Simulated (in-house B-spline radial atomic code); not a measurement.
# Er²³⁺: excited configurations

Wanted: excitation energies of Er²³⁺ as differences of total energies (ΔSCF).

Method: Dirac-Hartree-Fock, average of configuration, Fermi nucleus, basis-set limit. Code: in-house B-spline radial atomic code version 1.

**1. Starting point**

- element: erbium (Z = 68)
- charge: +23
- electrons: 45
- configuration: [Kr] 4d9
- Hamiltonian: Dirac-Coulomb
- nucleus: Fermi, rms radius 5.252 fm

The outer shells:

[Kr] 4d9
```
[Kr] core
4d [↑↓][↑↓][↑↓][↑↓][↑ ]
```

The boxes draw the filling by Hund's rule, which heavy ions in jj coupling don't follow; these runs average over all states of the configuration.

Input settings:

```ini
Z = 68
electrons = 45.0
configuration = [Kr] 4d9
hamiltonian = dirac
method = hf
spin_polarised = False
nucleus = fermi
rms_radius = 5.2516
mass_number = 166
atomic_mass = 165.930301067
speed_of_light = 137.035999084
```

This reference run was done before. Its total energy is -12877.220034 hartree, and its levels are (the highest eight at most):

```tsv
orbital	occupation	energy (eV)	<r> (bohr)
3p3/2	4	-2549.85	0.2269
3d3/2	4	-2187.93	0.2004
3d5/2	6	-2145.42	0.2045
4s1/2	2	-1117.73	0.4828
4p1/2	2	-1026.77	0.4861
4p3/2	4	-974.73	0.5086
4d3/2	3.6	-824.21	0.5122
4d5/2	5.4	-813.82	0.5194
```

**2. [Ar] 3d9 4s2 4p6 4d9 6s1**

Input settings:

```ini
Z = 68
electrons = 45.0
configuration = [Ar] 3d9 4s2 4p6 4d9 6s1
hamiltonian = dirac
method = hf
spin_polarised = False
nucleus = fermi
rms_radius = 5.2516
mass_number = 166
atomic_mass = 165.930301067
speed_of_light = 137.035999084
```

**3. Run with [Ar] 3d9 4s2 4p6 4d9 4f1**

Changes to the settings of step 2:

```diff
@@ -2,3 +2,3 @@
 electrons = 45.0
-configuration = [Ar] 3d9 4s2 4p6 4d9 6s1
+configuration = [Ar] 3d9 4s2 4p6 4d9 4f1
 hamiltonian = dirac
```

**4. [Kr] 4d8 8d1**

Changes to the settings of step 3:

```diff
@@ -2,3 +2,3 @@
 electrons = 45.0
-configuration = [Ar] 3d9 4s2 4p6 4d9 4f1
+configuration = [Kr] 4d8 8d1
 hamiltonian = dirac
```

**5. [Kr] 4d8 5d1**

Changes to the settings of step 4:

```diff
@@ -2,3 +2,3 @@
 electrons = 45.0
-configuration = [Kr] 4d8 8d1
+configuration = [Kr] 4d8 5d1
 hamiltonian = dirac
```

**6. [Ar] 3d10 4s2 4p5 4d10**

Changes to the settings of step 5:

```diff
@@ -2,3 +2,3 @@
 electrons = 45.0
-configuration = [Kr] 4d8 5d1
+configuration = [Ar] 3d10 4s2 4p5 4d10
 hamiltonian = dirac
```

**Question.** How far above the reference does each configuration lie (order and size, in eV)?

**Answer**, as computed:

| net move | configuration | energy above the reference (eV) | with Breit, QED, recoil (eV) | largest <r> (bohr) |
| --- | --- | --- | --- | --- |
| 4p → 4d | [Ar] 3d10 4s2 4p5 4d10 | 175.08 | 174.36 | 0.520 |
| 4d → 5d | [Kr] 4d8 5d1 | 373.98 | 373.79 | 1.01 |
| 4d → 8d | [Kr] 4d8 8d1 | 667.48 | 667.19 | 3.18 |
| 3d → 4f | [Ar] 3d9 4s2 4p6 4d9 4f1 | 1494.61 | 1492.79 | 0.523 |
| 3d → 6s | [Ar] 3d9 4s2 4p6 4d9 6s1 | 1802.26 | 1800.83 | 1.44 |

Quantum defects of the promoted electron, δ = n − ζ/√(−2ε) with ζ = 24 and ε its orbital energy in hartree:

| promotion | δ |
| --- | --- |
| 4d → 5d | 0.792 |
| 4d → 8d | 0.746 |
| 3d → 6s | 1.231 |

What this shows: The energies run from 175.08 eV (4p → 4d) to 1802.26 eV (3d → 6s). Koopmans' estimate of the ionisation threshold is 813.82 eV; 2 configurations exceed it by over 2 % and could autoionise. Of those tabulated, the defect is largest for 6s (1.23) and least for 8d (0.75); at this charge much of the defect is relativistic. Two partly filled shells share a symmetry and can mix in the average, which may lower the energy, for: 4d → 5d; 4d → 8d; 3d → 4f; 3d → 6s. These are averages over configurations, without correlation, not spectroscopic levels.
